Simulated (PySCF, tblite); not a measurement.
# C₄H₉FOSi₂: geometry, infrared bands and NMR shifts

What infrared bands and NMR shifts should C₄H₉FOSi₂ (`F[Si@H]1C=C([SiH3])OCC1`) show?

Computed with tblite 0.8.0 and PySCF 2.14.0, with density-fitted response routines of our own, on a single molecule in the gas phase. Atoms count from 0, in the outputs and in this text.

## (1) The starting structure

17 atoms, charge 0, multiplicity 1; geometry from: force field or distance geometry start.

Bonds of the start (Å): F0–Si1 1.60, Si1–C2 1.85, C2–C3 1.33, C3–Si4 1.88, C3–O5 1.40, O5–C6 1.43, C6–C7 1.52, C7–Si1 1.87, Si1–H8 1.47, C2–H9 1.08, Si4–H10 1.49, Si4–H11 1.48, Si4–H12 1.48, C6–H13 1.10, C6–H14 1.09, C7–H15 1.11, C7–H16 1.10.

## (2) Relaxing the molecule with GFN2-xTB

What the job is given:

```
{"job": {"kind": "relax", "xc": "GFN2-xTB", "basis": "xTB"}, "charge": 0, "multiplicity": 1}
F     -1.957200     2.294900     0.118400
Si    -1.407200     1.133200    -0.830200
C      0.419200     0.996900    -0.547900
C      0.990200    -0.080200    -0.011100
Si     2.855800    -0.227000     0.173000
O      0.282400    -1.198500     0.451400
C     -1.047400    -0.970600     0.934300
C     -1.993300    -0.511800    -0.161500
H     -1.765500     1.366500    -2.236300
H      0.972700     1.854500    -0.896600
H      3.492000     1.029300    -0.312900
H      3.224800    -0.440900     1.590300
H      3.358600    -1.352400    -0.647800
H     -1.012600    -0.278000     1.784400
H     -1.403400    -1.924900     1.334700
H     -3.024800    -0.435600     0.227500
H     -1.991100    -1.243100    -0.979500
```

Run with:

```bash
OMP_NUM_THREADS=1 python probes_run.py task.json out
```

The driver reads the jobs from task.json and runs them one after another.

**Question.** This job is followed by: GFN2-xTB harmonic vibrations, gas phase; GIAO PBE0/pcSseg-1 NMR shielding, non-relativistic, gas phase. What will the session give for the following? strongest single infrared mode (GFN2-xTB); zero-point energy (GFN2-xTB); 13C shifts against TMS (PBE0/pcSseg-1); 1H shifts against TMS (PBE0/pcSseg-1, means over atoms taken as alike); 19F shifts against CFCl3 (PBE0/pcSseg-1); 29Si shifts against TMS (PBE0/pcSseg-1); 17O shifts against H2O (PBE0/pcSseg-1).

As calculated:

| quantity | value |
| --- | --- |
| strongest single infrared mode (GFN2-xTB) | 2339 cm⁻¹, 334 km/mol |
| zero-point energy (GFN2-xTB) | 72.9 kcal/mol |
| 13C shifts against TMS (PBE0/pcSseg-1) | 185.7, 110.7, 67.5, 16.2 ppm |
| 1H shifts against TMS (PBE0/pcSseg-1, means over atoms taken as alike) | 5.57, 5.03, 4.80, 4.19, 4.08, 0.92, 0.90 ppm |
| 19F shifts against CFCl3 (PBE0/pcSseg-1) | -192.7 ppm |
| 29Si shifts against TMS (PBE0/pcSseg-1) | -16.4, -72.3 ppm |
| 17O shifts against H2O (PBE0/pcSseg-1) | 167.4 ppm |

**Reading.** Over 72 steps the energy fell by 0.226 eV; of the close pairs, C3–O5 changed most, 1.402 to 1.356 Å. No mode is imaginary among the 45: a minimum at this level. The strongest single mode, at 2339 cm⁻¹, moves mainly H8. GFN2-xTB is a fitted tight-binding method: band positions and strengths are rough. Its intensities can rank the bands wrongly. The most deshielded carbon is C3 (alkene carbon bearing oxygen), at 185.7 ppm: an sp2 carbon further deshielded by the attached heteroatom. H9 (hydrogen on a β carbon of an enol-ether or enamine type C=C) lies farthest downfield among hydrogen, at 5.57 ppm; a vinylic proton, deshielded by the sp2 carbon and the C=C anisotropy. At PBE0/pcSseg-1: The largest span, 267 ppm, is at O5, where the paramagnetic term is -232 ppm.
